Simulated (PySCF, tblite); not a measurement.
# AlH6NO2Si, a small molecule taken as a stand-in for a surface group (aluminium hydroxide): NMR shifts, core binding energies and electronic excitations, part 2 of 2

tblite 0.8.0 and PySCF 2.14.0. Atoms count from 0, parts from 1.

## Step 6: Ultraviolet spectrum: CAM-B3LYP/def2-SVPD

What the job is given:

```
{"job": {"kind": "uv", "xc": "CAM-B3LYP", "basis": "def2-SVPD", "nstates": 6, "ntriplets": 2, "ip": true}, "charge": 0, "multiplicity": 1}
O     -0.552518     1.817137     1.164856
Al    -1.103707     0.613306     0.102623
O     -2.722907     0.597124    -0.400874
N     -0.057687    -0.680899    -0.540629
Si     1.615886    -0.991006    -0.218213
H      0.344680     1.893376     1.491955
H     -3.383359     1.235714    -0.131161
H     -0.516088    -1.336812    -1.170190
H      2.478991    -0.925497    -1.441149
H      2.070268     0.073100     0.733033
H      1.858896    -2.324224     0.420119
```

Method: TDDFT CAM-B3LYP/def2-SVPD, vertical, gas phase, core orbitals frozen in the response.

Output:

```text
coarse grid: 10208 points
cycle   1  E = -740.2169922056  dE =  2.148e-01  |g| = 1.044e+00  |ddm| = 4.199e+00
cycle   2  E = -740.0509129438  dE =  1.661e-01  |g| = 1.421e+00  |ddm| = 3.278e+00
cycle   3  E = -740.4313975799  dE = -3.805e-01  |g| = 6.410e-02  |ddm| = 1.738e+00
cycle   4  E = -740.4319141307  dE = -5.166e-04  |g| = 4.499e-02  |ddm| = 1.484e-01
cycle   5  E = -740.4323407977  dE = -4.267e-04  |g| = 7.685e-03  |ddm| = 4.589e-02
cycle   6  E = -740.4323563758  dE = -1.558e-05  |g| = 1.005e-03  |ddm| = 1.386e-02
cycle   7  E = -740.4323568382  dE = -4.624e-07  |g| = 5.031e-04  |ddm| = 3.354e-03
final grid: 89456 points
cycle   8  E = -740.5429970493  dE = -1.775e-05  |g| = 2.015e-03  |ddm| = 2.882e-02
cycle   9  E = -740.5429967668  dE =  2.825e-07  |g| = 2.466e-03  |ddm| = 4.757e-03
cycle  10  E = -740.5429980599  dE = -1.293e-06  |g| = 1.658e-04  |ddm| = 2.152e-03
cycle  11  E = -740.5429980683  dE = -8.381e-09  |g| = 9.006e-05  |ddm| = 5.141e-04
cycle  12  E = -740.5429980698  dE = -1.535e-09  |g| = 2.666e-05  |ddm| = 1.077e-04
cycle  13  E = -740.5429980700  dE = -1.619e-10  |g| = 6.222e-06  |ddm| = 5.069e-05
converged SCF energy = -740.5429980700

Static polarisability (au): isotropic 65.101, principal 56.947 62.592 75.764

Singlet excitations
state   eV       nm        f      main configurations
  1   5.8986    210.2   0.00973   H->L 0.88
  2   7.1674    173.0   0.00011   H-1->L 0.84
  3   7.3642    168.4   0.00507   H->L+2 0.38, H->L+1 0.24, H->L+5 0.15
  4   7.6200    162.7   0.03285   H->L+1 0.52, H->L+2 0.40
  5   7.7494    160.0   0.00469   H-4->L 0.53, H->L+4 0.33
  6   7.7984    159.0   0.01075   H->L+3 0.35, H->L+5 0.28, H-3->L 0.12

Triplet excitations (Tamm-Dancoff, eV): 5.5966 6.8513
Vertical ionisation energy (delta-SCF) = 9.8856 eV
Vertical electron affinity (delta-SCF) = -0.4801 eV
```

Wall time 48 s (1 thread of Arm Neoverse V2, shared host); peak memory 0.84 GiB.

The orbitals next to the gap, with their largest atomic shares:

| orbital | eV | atoms |
| --- | --- | --- |
| HOMO−3 | -11.16 | O0 37 %, O2 31 %, Si4 8 % |
| HOMO−2 | -10.91 | Si4 36 %, H9 28 %, N3 11 % |
| HOMO−1 | -10.65 | O2 47 %, O0 40 %, Al1 7 % |
| HOMO | -9.07 | N3 56 %, Si4 15 %, H8 7 % |
| LUMO | -0.09 | Al1 60 %, O2 8 %, Si4 7 % |
| LUMO+1 | 1.25 | Si4 34 %, O2 12 %, Al1 10 % |
| LUMO+2 | 1.58 | Si4 25 %, Al1 12 %, H10 10 % |

With each of the 6 states as a Gaussian band of 0.4 eV half-width at 1/e, the curve within the window shown has maxima at 210 nm (ε 390), 162 nm (ε 2,000) L/(mol cm). Beyond the last state computed it falls off for lack of states. The curve at chosen wavelengths:

nm, ε (L/mol/cm) and a bar:
```
      153        662 ##########
      156       1252 ###################
      159       1791 ###########################
      163       1981 ##############################
      166       1670 #########################
      169       1176 ##################
      172        709 ##########
      175        374 #####
      179        134 ##
      182         57 
      185         28 
      188         27 
      191         47 
      195        108 #
      198        175 ##
      201        253 ###
      204        325 #####
      207        375 #####
      211        392 ######
      214        366 #####
      217        316 ####
      220        254 ###
      223        190 ###
      227        118 #
      230         77 #
      233         48
```

Ground-state properties from the same run:

```
           property  computed
  dipole moment (D)      0.30
polarisability (Å³)      9.65
 HOMO–LUMO gap (eV)      8.97
      −ε(HOMO) (eV)      9.07
```

## Step 7: Results

What follows sums up all 2 parts.

```
                                                                   quantity                                             value
                                                                point group                                                Cs
                                       rotational constants (main isotopes)                              5.91, 1.62, 1.29 GHz
$^{1}$H shifts against TMS (PBE0/pcSseg-2, means over atoms taken as alike)                 4.87, 4.57, 1.28, 0.92, -0.20 ppm
                                $^{17}$O shifts against H2O (PBE0/pcSseg-2)                                     15.8, 7.9 ppm
                             $^{27}$Al shifts against AlH4- (PBE0/pcSseg-2)                                          37.0 ppm
                                $^{15}$N shifts against NH3 (PBE0/pcSseg-2)                                           3.5 ppm
                               $^{29}$Si shifts against TMS (PBE0/pcSseg-2)                                         -54.3 ppm
                                           O1s binding energies, SCAN/pcX-2                           O2 538.11, O0 538.11 eV
                                          Al2p binding energies, SCAN/pcX-2                                      Al1 80.78 eV
                                           N1s binding energies, SCAN/pcX-2                                      N3 404.06 eV
                                          Si2p binding energies, SCAN/pcX-2                                     Si4 107.29 eV
                                       lowest singlet (CAM-B3LYP/def2-SVPD)                       5.90 eV (210 nm), f = 0.010
                                   brightest single state of those computed                       state 4, 7.62 eV, f = 0.033
                                                             lowest triplet                                           5.60 eV
                                          vertical ionisation energy (ΔSCF)                                           9.89 eV
                                          vertical electron affinity (ΔSCF)  -0.48 eV (unbound: the value hangs on the basis)
```

What this shows: Relaxing lowered the energy by 0.313 eV in 11 steps; the close pair that moved most is Si4–H8, from 1.441 to 1.498 Å (PBE0/def2-SVP). No frequency check was run at this level, so the end point may be a saddle. At PBE0/pcSseg-2: The largest span, 122 ppm, is at Si4, where the paramagnetic term is -481 ppm. The O1s levels computed lie within 0.00 eV of one another, too close to rank. The first singlet state (HOMO→LUMO 0.88) lies at 5.90 eV and is weak; of the 6 states computed, the strongest absorption comes from state 4 at 7.62 eV. The lowest triplet lies 0.30 eV below the lowest singlet (triplets in Tamm-Dancoff, singlets in full TDDFT). The orbital energy would give 9.07 eV for ionisation, ΔSCF gives 9.89 eV. A capped cluster stands for the solid here, so long-range fields and strain are missing, and bands or shifts of the capping hydrogens have no counterpart in it.
